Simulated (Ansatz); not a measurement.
# SiC2: the cost of one run

Computed with Ansatz 0.2.0 (DFT PBE, scalar-relativistic, plane waves, PAW, unless a step's input says otherwise).

**1. Starting point**

It takes space group P6/mmm (No. 191, hexagonal). The conventional cell has a = 2.084 Å, b = 2.084 Å, c = 21.701 Å, α = 90.00°, β = 90.00°, γ = 120.00°. Si (site symmetry -6m2) is surrounded by 3 Si at 1.20 Å. C (site symmetry 3m) has 3 C at 1.20 Å as nearest neighbours.

Structure file:

```
Si C
1.0
     2.08437    0.00000    0.00000
    -1.04218    1.80511    0.00000
     0.00000    0.00000   21.70052
Si C
2 4
Cartesian
  0.0000 1.2034 10.8503
  1.0422 0.6017 10.8503
  0.0000 1.2034 18.0838
  0.0000 1.2034 3.6168
  1.0422 0.6017 18.0838
  1.0422 0.6017 3.6168
```

The start is an ordering of an alloy on its end members' structure types: elements ordered on the sites of the C type, Si/C on C (P6/mmm, No. 191).

**2. The guess as it stands, on a coarse mesh**

Contents of input.yaml:

```yaml
crystal:
  lattice:
    - [2.08436541, 0.0, 0.0]
    - [-1.0421827, 1.8051134, 0.0]
    - [0.0, 0.0, 21.70051862]
  atoms:
    - { symbol: Si, position: [0.33333333, 0.66666667, 0.5] }
    - { symbol: Si, position: [0.66666667, 0.33333333, 0.5] }
    - { symbol: C, position: [0.33333333, 0.66666667, 0.83333333] }
    - { symbol: C, position: [0.33333333, 0.66666667, 0.16666667] }
    - { symbol: C, position: [0.66666667, 0.33333333, 0.83333333] }
    - { symbol: C, position: [0.66666667, 0.33333333, 0.16666667] }
basis:
  ecutwfc: 420
kpoints:
  mp_grid: { grid: [12, 12, 1] }
hamiltonian:
  xc: pbe
scf:
  occupations: { method: gaussian, width: 0.1 }
  lower_state_search: "off"
output:
  forces: true
  stress: true
  eigenvalues: true
```

Run with:

```
$ ansatz run input.yaml --threads 1 --pin off --max-ram 2560MiB --backend cpu --events-out ev --progress --plain --runs-dir out
```

What time and memory should one allow on 1 thread of Intel Xeon 6975P-C (Granite Rapids), shared host?

About 3.8 s, with a peak of 0.35 GiB.
